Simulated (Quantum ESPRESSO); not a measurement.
# In3Se (Pm-3m) in Quantum ESPRESSO: settings compared

The runs below take In3Se through band structure, single point, equation of state, with PBEsol, LDA.

Program: Quantum ESPRESSO 7.5. These are calculated values, not measurements. Logs are shortened: lines on timing, memory, paths and dates and some standing lists are left out, and cuts for length are marked.

### 1 The crystal as given

It takes space group Pm-3m (No. 221, cubic). Conventional cell: a = 4.804 Å, b = 4.804 Å, c = 4.804 Å, α = 90.00°, β = 90.00°, γ = 90.00°. In (site symmetry 4/mmm) has 8 In at 3.40 Å and 4 Se at 3.40 Å as nearest neighbours. Se (site symmetry m-3m) is surrounded by 12 In at 3.40 Å.

The cell comes from a database or a generator and needn't be the stable form of this composition.

### 2 Band structure, PBEsol

The input, pw.in:

```
&CONTROL
  calculation = 'scf'
  prefix = 'pwscf'
  outdir = './tmp'
  pseudo_dir = './pseudo'
  tprnfor = .true.
  tstress = .true.
  disk_io = 'low'
/
&SYSTEM
  ibrav = 0
  nat = 4
  ntyp = 2
  ecutwfc = 56
  ecutrho = 448
  nbnd = 31
  occupations = 'smearing'
  smearing = 'fd'
  degauss = 0.00367493
/
&ELECTRONS
  conv_thr = 8d-10
  electron_maxstep = 120
  mixing_beta = 0.5
/
ATOMIC_SPECIES
In   114.8180 in_pbesol_v1.4.uspp.F.UPF
Se    78.9710 se_pbesol_v1.uspp.F.UPF
CELL_PARAMETERS angstrom
   4.8037580000    0.0000000000    0.0000000000
   0.0000000000    4.8037580000    0.0000000000
   0.0000000000    0.0000000000    4.8037580000
ATOMIC_POSITIONS crystal
In     0.5000000000    0.5000000000    0.0000000000
In     0.5000000000    0.0000000000    0.5000000000
In     0.0000000000    0.5000000000    0.5000000000
Se     0.0000000000    0.0000000000    0.0000000000
K_POINTS automatic
6 6 6 0 0 0
```

The input, bands.in:

```
&CONTROL
  calculation = 'bands'
  prefix = 'pwscf'
  outdir = './tmp'
  pseudo_dir = './pseudo'
  disk_io = 'low'
  verbosity = 'high'
/
&SYSTEM
  ibrav = 0
  nat = 4
  ntyp = 2
  ecutwfc = 56
  ecutrho = 448
  nbnd = 31
  occupations = 'smearing'
  smearing = 'fd'
  degauss = 0.00367493
/
&ELECTRONS
  conv_thr = 1d-08
  electron_maxstep = 120
  mixing_beta = 0.5
  diago_full_acc = .true.
  startingwfc = 'random'
/
ATOMIC_SPECIES
In   114.8180 in_pbesol_v1.4.uspp.F.UPF
Se    78.9710 se_pbesol_v1.uspp.F.UPF
CELL_PARAMETERS angstrom
   4.8037580000    0.0000000000    0.0000000000
   0.0000000000    4.8037580000    0.0000000000
   0.0000000000    0.0000000000    4.8037580000
ATOMIC_POSITIONS crystal
In     0.5000000000    0.5000000000    0.0000000000
In     0.5000000000    0.0000000000    0.5000000000
In     0.0000000000    0.5000000000    0.5000000000
Se     0.0000000000    0.0000000000    0.0000000000
K_POINTS crystal
60
 0.0000000000  0.0000000000  0.0000000000 1
 0.0000000000  0.0714285714  0.0000000000 1
 0.0000000000  0.1428571429  0.0000000000 1
 0.0000000000  0.2142857143  0.0000000000 1
 0.0000000000  0.2857142857  0.0000000000 1
 0.0000000000  0.3571428571  0.0000000000 1
 0.0000000000  0.4285714286  0.0000000000 1
 0.0000000000  0.5000000000  0.0000000000 1
 0.0714285714  0.5000000000  0.0000000000 1
 0.1428571429  0.5000000000  0.0000000000 1
 0.2142857143  0.5000000000  0.0000000000 1
 0.2857142857  0.5000000000  0.0000000000 1
 0.3571428571  0.5000000000  0.0000000000 1
 0.4285714286  0.5000000000  0.0000000000 1
 0.5000000000  0.5000000000  0.0000000000 1
 0.4545454545  0.4545454545  0.0000000000 1
 0.4090909091  0.4090909091  0.0000000000 1
 0.3636363636  0.3636363636  0.0000000000 1
 0.3181818182  0.3181818182  0.0000000000 1
 0.2727272727  0.2727272727  0.0000000000 1
 0.2272727273  0.2272727273  0.0000000000 1
 0.1818181818  0.1818181818  0.0000000000 1
 0.1363636364  0.1363636364  0.0000000000 1
 0.0909090909  0.0909090909  0.0000000000 1
 0.0454545455  0.0454545455  0.0000000000 1
 0.0000000000  0.0000000000  0.0000000000 1
 0.0357142857  0.0357142857  0.0357142857 1
 0.0714285714  0.0714285714  0.0714285714 1
 0.1071428571  0.1071428571  0.1071428571 1
 0.1428571429  0.1428571429  0.1428571429 1
 0.1785714286  0.1785714286  0.1785714286 1
 0.2142857143  0.2142857143  0.2142857143 1
 0.2500000000  0.2500000000  0.2500000000 1
 0.2857142857  0.2857142857  0.2857142857 1
 0.3214285714  0.3214285714  0.3214285714 1
 0.3571428571  0.3571428571  0.3571428571 1
 0.3928571429  0.3928571429  0.3928571429 1
 0.4285714286  0.4285714286  0.4285714286 1
 0.4642857143  0.4642857143  0.4642857143 1
 0.5000000000  0.5000000000  0.5000000000 1
 0.4545454545  0.5000000000  0.4545454545 1
 0.4090909091  0.5000000000  0.4090909091 1
 0.3636363636  0.5000000000  0.3636363636 1
 0.3181818182  0.5000000000  0.3181818182 1
 0.2727272727  0.5000000000  0.2727272727 1
 0.2272727273  0.5000000000  0.2272727273 1
 0.1818181818  0.5000000000  0.1818181818 1
 0.1363636364  0.5000000000  0.1363636364 1
 0.0909090909  0.5000000000  0.0909090909 1
 0.0454545455  0.5000000000  0.0454545455 1
 0.0000000000  0.5000000000  0.0000000000 1
 0.5000000000  0.5000000000  0.0000000000 1
 0.5000000000  0.5000000000  0.0625000000 1
 0.5000000000  0.5000000000  0.1250000000 1
 0.5000000000  0.5000000000  0.1875000000 1
 0.5000000000  0.5000000000  0.2500000000 1
 0.5000000000  0.5000000000  0.3125000000 1
 0.5000000000  0.5000000000  0.3750000000 1
 0.5000000000  0.5000000000  0.4375000000 1
 0.5000000000  0.5000000000  0.5000000000 1
```

Potentials or basis: GBRV 1.5 PBEsol.

Launch:

```sh
$ OMP_NUM_THREADS=1 mpirun -n 2 pw.x -nk 2 -in pw.in > pw.out
$ OMP_NUM_THREADS=1 mpirun -n 2 pw.x -nk 2 -in bands.in > bands.out
```

pw.out:

```text
This program is part of the open-source Quantum ESPRESSO suite
     for quantum simulation of materials; please cite
         "P. Giannozzi et al., J. Phys.:Condens. Matter 21 395502 (2009);
         "P. Giannozzi et al., J. Phys.:Condens. Matter 29 465901 (2017);
         "P. Giannozzi et al., J. Chem. Phys. 152 154105 (2020);
     in publications or presentations arising from this work. More details at

     Message from routine setup:
     using ibrav=0 with symmetry is DISCOURAGED, use correct ibrav instead

     K-points division:     npool     =       2
     Subspace diagonalization in iterative solution of the eigenvalue problem:
     a serial algorithm will be used

     G-vector sticks info
     --------------------
     sticks:   dense  smooth     PW     G-vecs:    dense   smooth      PW
     Sum        2941    1473    429               119825    42379    6667

     Using Slab Decomposition

     bravais-lattice index     =            0
     lattice parameter (alat)  =       9.0778  a.u.
     unit-cell volume          =     748.0661 (a.u.)^3
     number of atoms/cell      =            4
     number of atomic types    =            2
     number of electrons       =        45.00
     number of Kohn-Sham states=           31
     kinetic-energy cutoff     =      56.0000  Ry
     charge density cutoff     =     448.0000  Ry
     scf convergence threshold =      8.0E-10
     mixing beta               =       0.5000
     number of iterations used =            8  plain     mixing
     Exchange-correlation= SLA  PW   PSX  PSC
                           (   1   4  10   8   0   0   0)

     celldm(1)=   9.077787  celldm(2)=   0.000000  celldm(3)=   0.000000
     celldm(4)=   0.000000  celldm(5)=   0.000000  celldm(6)=   0.000000

     crystal axes: (cart. coord. in units of alat)
               a(1) = (   1.000000   0.000000   0.000000 )
               a(2) = (   0.000000   1.000000   0.000000 )
               a(3) = (   0.000000   0.000000   1.000000 )

     reciprocal axes: (cart. coord. in units 2 pi/alat)
               b(1) = (  1.000000  0.000000  0.000000 )
               b(2) = (  0.000000  1.000000  0.000000 )
               b(3) = (  0.000000  0.000000  1.000000 )

     PseudoPot. # 1 for In read from file:
     in_pbesol_v1.4.uspp.F.UPF
     Pseudo is Ultrasoft + core correction, Zval = 13.0
     Generated by new atomic code, or converted to UPF format
     Using radial grid of  889 points,  6 beta functions with:
                l(1) =   0
                l(2) =   0
                l(3) =   1
                l(4) =   1
                l(5) =   2
                l(6) =   2
     Q(r) pseudized with  6 coefficients,  rinner =    1.400   1.400   1.400
                                                       1.400   1.400

     PseudoPot. # 2 for Se read from file:
     se_pbesol_v1.uspp.F.UPF
     Pseudo is Ultrasoft + core correction, Zval =  6.0
     Generated by new atomic code, or converted to UPF format
     Using radial grid of  877 points,  6 beta functions with:
                l(1) =   0
                l(2) =   0
                l(3) =   1
                l(4) =   1
                l(5) =   2
                l(6) =   2
     Q(r) pseudized with  8 coefficients,  rinner =    1.300   1.300   1.300
                                                       1.300   1.300

     atomic species   valence    mass     pseudopotential
     In               13.00   114.81800     In( 1.00)
     Se                6.00    78.97100     Se( 1.00)

     48 Sym. Ops., with inversion, found

   Cartesian axes

     site n.     atom                  positions (alat units)
         1        In     tau(   1) = (   0.5000000   0.5000000   0.0000000  )
         2        In     tau(   2) = (   0.5000000   0.0000000   0.5000000  )
         3        In     tau(   3) = (   0.0000000   0.5000000   0.5000000  )
         4        Se     tau(   4) = (   0.0000000   0.0000000   0.0000000  )

     number of k points=    20  Fermi-Dirac smearing, width (Ry)=  0.0037
[... 44 lines left out ...]
     9.2666  11.3853  11.9468  11.9468  14.1943  15.1822  15.7483
[... 43 lines left out ...]
          k = 0.0000 0.3333-0.5000 (  5298 PWs)   bands (ev):

    -6.3478  -6.3380  -6.3341  -6.2813  -6.2578  -6.2554  -6.2364  -6.2321
    -6.2292  -6.2093  -6.1725  -6.1610  -6.1435  -6.1267  -6.1179  -4.1769
     1.4895   2.5523   3.7631   6.1720   6.5640   7.3614   8.6443   9.0166
     9.8813  10.4236  11.4422  12.0401  12.4445  14.7260  14.8735

          k = 0.0000-0.5000-0.5000 (  5280 PWs)   bands (ev):

    -6.3438  -6.3438  -6.2983  -6.2825  -6.2672  -6.2357  -6.2357  -6.2189
    -6.2183  -6.2073  -6.2073  -6.1726  -6.1573  -6.1306  -6.1306  -4.1292
     2.3475   2.3475   2.5439   6.3197   7.3674   7.5494   7.5494   9.6143
    10.0084  10.0084  10.1223  12.9590  12.9590  15.5100  15.8241

          k = 0.1667 0.1667 0.1667 (  5305 PWs)   bands (ev):

    -6.4250  -6.3959  -6.3959  -6.3755  -6.2947  -6.2947  -6.2409  -6.1879
    -6.1879  -6.1442  -6.1442  -6.1278  -6.0820  -6.0820  -6.0435  -4.3668
     1.0542   3.9271   3.9271   6.2228   6.9223   6.9223   7.5377   9.9552
     9.9552  10.8905  10.8905  12.8442  13.0737  14.6392  15.5045
[... 22 lines left out ...]
          k = 0.1667 0.3333-0.5000 (  5284 PWs)   bands (ev):

    -6.3583  -6.3493  -6.3346  -6.3225  -6.2852  -6.2809  -6.2369  -6.2184
    -6.2082  -6.1824  -6.1675  -6.1637  -6.1377  -6.1220  -6.0850  -4.1256
     1.6813   2.6838   3.9401   5.1324   6.1900   6.9975   8.3907   8.6503
    10.5329  10.6325  11.9182  13.0721  13.5900  14.9026  14.9311

          k = 0.1667-0.5000-0.5000 (  5292 PWs)   bands (ev):

    -6.3564  -6.3434  -6.3434  -6.3183  -6.2826  -6.2826  -6.2661  -6.2092
    -6.1983  -6.1773  -6.1773  -6.1579  -6.1249  -6.1111  -6.1111  -4.0760
     2.5318   2.5318   2.7422   5.3326   6.6342   6.6342   7.7454   8.6571
    10.6265  10.6265  12.2795  13.5552  13.5552  15.6867  15.9006

          k = 0.3333 0.3333 0.3333 (  5298 PWs)   bands (ev):

    -6.3946  -6.3567  -6.3452  -6.3452  -6.2896  -6.2896  -6.2628  -6.2294
    -6.1765  -6.1765  -6.1525  -6.1525  -6.1182  -6.1182  -6.0553  -4.0736
     1.8698   3.4314   3.4314   5.3905   5.5113   5.5113   7.6327   9.5344
    10.8102  10.8102  13.3329  13.3329  14.8982  15.7717  15.7717

          k = 0.3333 0.3333-0.5000 (  5296 PWs)   bands (ev):

    -6.4021  -6.3618  -6.3313  -6.3308  -6.3233  -6.3220  -6.2758  -6.1996
    -6.1761  -6.1687  -6.1636  -6.1477  -6.1136  -6.0887  -6.0655  -4.0211
     2.2525   2.9696   4.2352   4.4166   4.8701   5.9450   6.9598   9.8045
    10.9175  11.0219  13.6287  15.0066  15.0663  15.0793  15.4757

          k = 0.3333-0.5000-0.5000 (  5300 PWs)   bands (ev):

    -6.4244  -6.3476  -6.3476  -6.3458  -6.3228  -6.3228  -6.3128  -6.1715
    -6.1708  -6.1635  -6.1635  -6.1591  -6.0772  -6.0749  -6.0749  -3.9678
     3.0810   3.0810   3.3105   4.4198   5.2208   5.2208   6.0229  10.3503
    11.1195  11.1195  14.7467  15.2367  15.2367  16.0712  16.1542

          k =-0.5000-0.5000-0.5000 (  5400 PWs)   bands (ev):

    -6.4510  -6.3568  -6.3568  -6.3568  -6.3301  -6.3301  -6.3301  -6.1599
    -6.1599  -6.1599  -6.1597  -6.1597  -6.0594  -6.0594  -6.0594  -3.9126
     3.8934   3.8934   3.8934   4.0902   4.0902   4.0902   5.0524  11.2397
    11.2397  11.2397  16.1577  16.1677  16.1677  16.5176  16.5176

     the Fermi energy is     8.3156 ev

!    total energy              =    -442.89316843 Ry
     estimated scf accuracy    <          9.8E-11 Ry
     smearing contrib. (-TS)   =      -0.00091628 Ry
     internal energy E=F+TS    =    -442.89225215 Ry

     The total energy is F=E-TS. E is the sum of the following terms:
     one-electron contribution =    -140.65251418 Ry
     hartree contribution      =     103.90171969 Ry
     xc contribution           =    -141.32477448 Ry
     ewald contribution        =    -264.81668319 Ry

     convergence has been achieved in  11 iterations

     Forces acting on atoms (cartesian axes, Ry/au):

     atom    1 type  1   force =     0.00000000    0.00000000    0.00000000
     atom    2 type  1   force =     0.00000000    0.00000000    0.00000000
     atom    3 type  1   force =     0.00000000    0.00000000    0.00000000
     atom    4 type  2   force =     0.00000000    0.00000000    0.00000000

     Total force =     0.000000     Total SCF correction =     0.000000

     Computing stress (Cartesian axis) and pressure

          total   stress  (Ry/bohr**3)                   (kbar)     P=      -31.09
  -0.00021136   0.00000000   0.00000000          -31.09        0.00        0.00
   0.00000000  -0.00021136   0.00000000            0.00      -31.09        0.00
   0.00000000   0.00000000  -0.00021136            0.00        0.00      -31.09

=------------------------------------------------------------------------------=
   JOB DONE.
=------------------------------------------------------------------------------=
```

Run time: 3.7 min. Hardware: 2 MPI ranks of Arm Neoverse V1, shared host; peak memory 0.6 GiB.

Results:

| Property | Result |
| --- | --- |
| Free energy | -6025.8685 eV |
| Pressure | -3.1 GPa |
| Band gap on the k mesh | none (metal or under the smearing width) |

Levels at the corners of the path, in eV from the Fermi level:
| point | band 21 | band 22 | band 23 | band 24 | band 25 | band 26 |
| --- | --- | --- | --- | --- | --- | --- |
| Γ | -2.32 | -2.32 | 1.05 | 1.05 | 1.05 | 4.08 |
| X | -1.77 | -1.09 | -0.18 | -0.18 | 1.31 | 3.61 |
| M | -0.95 | -0.77 | -0.77 | 1.30 | 1.69 | 1.69 |
| Γ | -2.32 | -2.32 | 1.05 | 1.05 | 1.05 | 4.08 |
| R | -4.23 | -4.23 | -3.26 | 2.92 | 2.92 | 2.92 |
| X | -1.77 | -1.09 | -0.18 | -0.18 | 1.31 | 3.61 |
| M | -0.95 | -0.77 | -0.77 | 1.30 | 1.69 | 1.69 |
| R | -4.23 | -4.23 | -3.26 | 2.92 | 2.92 | 2.92 |

Caveat: some levels on the path didn't converge; spin-orbit coupling is left out, which moves the levels of the heavy elements.

(Part 1 of 2 ends here.)
